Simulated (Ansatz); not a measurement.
# C₂H₉NSn: how energies converge with the basis set

The task here is to estimate one member of a computed series from the others.

The runs use Ansatz 0.2.0, Gaussian basis; one geometry, several basis sets.

Levels to be run: PBE0-D4/def2-SVP; ωB97M-V/def2-SVP; PBE0-D4/def2-QZVPP; ωB97M-V/def2-QZVPP; the functionals' def2-TZVPP values are taken from earlier runs.

### The relaxed structure

All runs share one geometry, relaxed beforehand with PBE0-D4 in a triple-zeta def2 set. Sn takes the def2 core potential; no spin-orbit term is included.

SMILES `CC[NH][SnH3]`, 13 atoms, charge 0, spin multiplicity 1.

Atoms are counted from 1 here; the program's logs count them from 0.

Bond lengths: C1–C2 1.517 Å, C1–H5 1.093 Å, C1–H6 1.092 Å, C1–H7 1.094 Å, C2–N3 1.454 Å, C2–H8 1.103 Å, C2–H9 1.096 Å, N3–Sn4 2.028 Å, N3–H10 1.013 Å, Sn4–H11 1.705 Å, Sn4–H12 1.706 Å, Sn4–H13 1.718 Å. Angles: C2–C1–H5 111.1°, C2–C1–H6 110.5°, C2–C1–H7 110.7°, H5–C1–H6 108.8°, H5–C1–H7 107.7°, H6–C1–H7 107.9°, C1–C2–N3 111.1°, C1–C2–H8 109.0°, C1–C2–H9 109.0°, N3–C2–H8 113.4°, N3–C2–H9 108.0°, H8–C2–H9 106.0°, C2–N3–Sn4 118.5°, C2–N3–H10 110.5°, Sn4–N3–H10 112.5°, N3–Sn4–H11 106.4°, N3–Sn4–H12 105.8°, N3–Sn4–H13 112.2° and more.

The first run:

in.yaml reads:

```yaml
crystal:
  periodic: [false, false, false]
  atoms:
    - {symbol: C, position_ang: [-0.369706, 2.035593, -0.154222]}
    - {symbol: C, position_ang: [-0.542201, 0.571257, 0.200728]}
    - {symbol: N, position_ang: [0.628924, -0.201672, -0.179671]}
    - {symbol: Sn, position_ang: [0.525503, -2.224585, -0.084099]}
    - {symbol: H, position_ang: [-1.261730, 2.611394, 0.105835]}
    - {symbol: H, position_ang: [-0.176432, 2.149370, -1.222817]}
    - {symbol: H, position_ang: [0.475483, 2.468823, 0.389240]}
    - {symbol: H, position_ang: [-0.792767, 0.488622, 1.271306]}
    - {symbol: H, position_ang: [-1.405141, 0.170729, -0.344286]}
    - {symbol: H, position_ang: [1.458660, 0.166110, 0.269508]}
    - {symbol: H, position_ang: [2.078082, -2.806325, -0.479670]}
    - {symbol: H, position_ang: [-0.651569, -2.685441, -1.229142]}
    - {symbol: H, position_ang: [0.053193, -2.778577, 1.471989]}
basis:
  gaussian: {orbitals: def2-SVP}
hamiltonian: {xc: pbe0, dispersion: d4}
output: {orbitals: {seedname: orbitals}}
```

Launch:

```console
$ ansatz run in.yaml --threads 4 --pin off --events-out ev --progress --plain --max-ram 10444MiB
```

Among the steps run: PBE0-D4 in def2-SVP; ωB97M-V in def2-SVP; PBE0-D4 in def2-QZVPP; ωB97M-V in def2-QZVPP.

One of the session's tables, all rows but one given; the rest of the session is left out.

It belongs to the step «Functionals by basis». 

| functional | basis | HOMO (eV) | LUMO (eV) |
| --- | --- | --- | --- |
| PBE0-D4 | def2-SVP | -6.34 | 0.39 |
| PBE0-D4 | def2-TZVPP | -6.51 | -0.01 |
| PBE0-D4 | def2-QZVPP | -6.54 | -0.13 |
| ωB97M-V | def2-SVP | ? | ? |
| ωB97M-V | def2-TZVPP | -8.83 | 1.37 |
| ωB97M-V | def2-QZVPP | -8.86 | 1.04 |

Q: Estimate the row for ωB97M-V, def2-SVP from the others.

**Answer.** HOMO (eV): -8.64; LUMO (eV): 2.08. In the column «HOMO (eV)» it lies between ωB97M-V, def2-TZVPP (-8.83) and PBE0-D4, def2-QZVPP (-6.54).
